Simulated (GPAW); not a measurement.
Crystal: NiMoIrPdW.

```
Ni Mo Pd Ir W
1.0
     4.11705    0.00000    0.00000
    -2.05853    3.56547    0.00000
     0.00000    0.00000    5.44580
Ni Mo Pd Ir W
1 1 1 1 1
Cartesian
  0.0000 0.0000 5.2157
  2.0585 1.1885 5.2367
  2.0585 1.1885 2.5211
  0.0000 2.3770 3.9521
  0.0000 2.3770 1.2875
```

The cell was built by a generator and needn't be a form met in nature.

Base run:

```yaml
Program: GPAW 26.7.0
Functional: PBEsol
Potentials_or_basis: PAW data sets generated in the run's folder for this functional
Cutoff: 600 eV
Basis: pw
k_mesh: 5 × 5 × 4
Occupations: fermi-dirac, width 0.05 eV
Spin: collinear spin, ferromagnetic start
Starting_moments: "[1.0, 1.0, 0.0, 0.6, 0.0] μB"
```

Its results: pressure -7.9 GPa; net moment 0.00 μB per cell; largest force 0.124 eV/Å.

Q: The run is repeated on the same cell with these changes: functional from PBEsol to PW91. What comes out?

A: Pressure 0.0 GPa; net moment 0.00 μB per cell; largest force 0.200 eV/Å.

PW91 binds less tightly than PBEsol, so the same cell stands under more pressure.

Caveats: the stock nickel data set gives pressures a few GPa off other programs.
